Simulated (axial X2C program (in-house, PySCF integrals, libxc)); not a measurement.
# SbH⁺: EOM-IP-CCSD levels

Wanted for SbH⁺: EOM-IP-CCSD levels, at the two-component level.

Computed with an in-house X2C program for linear molecules on PySCF integrals. Level: two-component X2C with atomic mean-field terms, Sb dyall-cv3z, H dyall-v3z.

All values are calculated.

## Step 1: Input

Input file task.json:

```json
{"zs": [51, 1], "q": 1, "bas": ["dyall-cv3z", "dyall-v3z"], "r0": 1.72, "eom": "ip", "rq": 0, "thr": -2.0, "nmax": 95, "grid": [1, 0.96, 1.045, 0.92, 1.09, 1.15]}
```

Keys: zs atomic numbers; q charge; bas basis sets; r0 starting distance in Å; eom kind of EOM run; thr threshold in hartree for freezing inner shells (an s shell follows its p shell); nmax most natural virtual spinors; grid distances as factors.

Command:

```bash
$ python soeom.py task.json out
```

Nuclei are Gaussian, cores are contracted, and the Gaunt term is on.

## Step 2: EOM-IP-CCSD at 1.719 Å

Reference: the closed shell SbH; 16 electrons correlated, 88 virtual spinors; roots sought by Ω: 1/2: 4, 3/2: 3, 5/2: 1.

Output:

```text
two-component X2C + atomic mean field  HF
basis functions 141  fitting functions 745  grid points 5072
iter        total energy     max residual
   1      -6475.822174935     4.26e-01
   2      -6475.839719947     5.48e-03
   3      -6475.840123340     1.59e-03
   4      -6475.840160267     7.19e-04
   5      -6475.840166948     1.13e-04
   6      -6475.840167661     3.53e-05
   7      -6475.840167722     9.47e-06
   8      -6475.840167731     3.20e-06
   9      -6475.840167732     1.69e-06
converged
one-electron -8923.72116390  Coulomb 2605.55172339  exact exchange -169.59531833  xc functional 0.00000000  nuclear repulsion 15.69984744  atomic mean-field constant -3.77525634
correlated 16  virtual 190  natural virtual 88  E(MP2) -0.587233339  MP2 remainder -0.041564811
iter   CCSD correlation   residual
   1     -0.508382706   1.43e-01
   2     -0.523255095   7.29e-02
   3     -0.524943409   4.66e-02
   4     -0.525668445   2.36e-02
   5     -0.525909608   6.60e-03
   6     -0.525892342   1.73e-03
   7     -0.525897153   4.36e-04
   8     -0.525898151   1.26e-04
   9     -0.525898030   4.76e-05
  10     -0.525897860   1.45e-05
  11     -0.525898027   4.69e-06
  12     -0.525897992   1.99e-06
  13     -0.525898025   1.09e-06
  14     -0.525898034   3.84e-07
(T) -0.016561894  T1 0.0146  D1 0.0293  max T2 0.232
EOM-IP-CCSD roots
2*Omega      energy/Eh   energy/eV  one-particle weight
    1       0.31269074      8.5087      0.973
    1       0.41017983     11.1616      0.929
    1       0.52093940     14.1755      0.049
    1       0.61652910     16.7766      0.582
    3       0.39934845     10.8668      0.000
    3       0.47454092     12.9129      0.000
    3       0.53490174     14.5554      0.000
    5       0.53001201     14.4224      0.000
```

T1 in the output is the amplitude norm over the root of the electron number; divide by √2 for the Lee–Taylor value.

```tsv
Ω	vertical IE (eV)	above lowest (cm⁻¹)	spinor	weight
1/2	8.509	0	96% Sb pπ	0.97
1/2	11.162	21400	50% Sb pσ, 30% H sσ, 15% Sb sσ	0.93
```

It took 12 s on 1 thread of Arm Neoverse V2, shared host; peak memory 0.91 GiB.

## Step 3: EOM-IP-CCSD at 1.650 Å

```tsv
Ω	vertical IE (eV)	above lowest (cm⁻¹)	spinor	weight
1/2	8.502	0	96% Sb pπ	0.97
1/2	11.243	22110	51% Sb pσ, 27% H sσ, 17% Sb sσ	0.93
1/2	17.031	68800	67% Sb sσ, 28% H sσ	0.62
```

Wall time 12 s (1 thread of Arm Neoverse V2, shared host); peak memory 0.92 GiB.

## Step 4: EOM-IP-CCSD at 1.796 Å

```tsv
Ω	vertical IE (eV)	above lowest (cm⁻¹)	spinor	weight
1/2	8.520	0	97% Sb pπ	0.97
1/2	11.049	20400	49% Sb pσ, 34% H sσ, 12% Sb sσ	0.93
```

Wall time 11 s (1 thread of Arm Neoverse V2, shared host); peak memory 0.92 GiB.

## Step 5: EOM-IP-CCSD at 1.581 Å

```tsv
Ω	vertical IE (eV)	above lowest (cm⁻¹)	spinor	weight
1/2	8.498	0	96% Sb pπ	0.97
1/2	11.304	22630	52% Sb pσ, 24% H sσ, 19% Sb sσ	0.92
1/2	17.306	71040	63% Sb sσ, 32% H sσ	0.64
```

Run time: 12 s. Hardware: 1 thread of Arm Neoverse V2, shared host; peak memory 0.92 GiB.

## Step 6: EOM-IP-CCSD at 1.874 Å

```tsv
Ω	vertical IE (eV)	above lowest (cm⁻¹)	spinor	weight
1/2	8.533	0	97% Sb pπ	0.97
1/2	10.921	19260	48% Sb pσ, 37% H sσ, 10% Sb sσ	0.93
```

Run time: 13 s. Hardware: 1 thread of Arm Neoverse V2, shared host; peak memory 0.92 GiB.

## Step 7: EOM-IP-CCSD at 1.977 Å

```tsv
Ω	vertical IE (eV)	above lowest (cm⁻¹)	spinor	weight
1/2	8.556	0	97% Sb pπ	0.97
1/2	10.726	17500	46% Sb pσ, 41% H sσ, 8% Sb sσ	0.93
```

Run time: 13 s. Hardware: 1 thread of Arm Neoverse V2, shared host; peak memory 0.93 GiB.

## Step 8: Curves of the states

Energies in eV from the lowest point of the lowest state; states are followed by energy order within each Ω.

```tsv
R (Å)	(1)Ω=1/2	(2)Ω=1/2
1.581	0.1213	2.9274
1.650	0.0171	2.7581
1.719	0.0000	2.6528
1.796	0.0567	2.5859
1.874	0.1609	2.5489
1.977	0.3775	2.5475
```

## Step 9: Outcome

| quantity | value |
| --- | --- |
| lowest root at 1.719 Å | Ω = 1/2, 8.509 eV |
| next root led by one particle | Ω = 1/2, about 21400 cm⁻¹ higher |
| T1 of the reference | 0.010 |

In words: Removing an electron from the reference determinant of SbH costs 8.51 eV and empties a spinor of 96% Sb pπ. The closed-shell reference lies 0.48 eV above the lowest determinant found, so these energies count from an excited configuration. Errors of 0.1 to 0.3 eV are usual at this size, and roots led by higher excitations are left out, so the list is incomplete, and low states of that kind can be missing. T1 or the largest double amplitude of the reference is raised, which lowers the reliability.
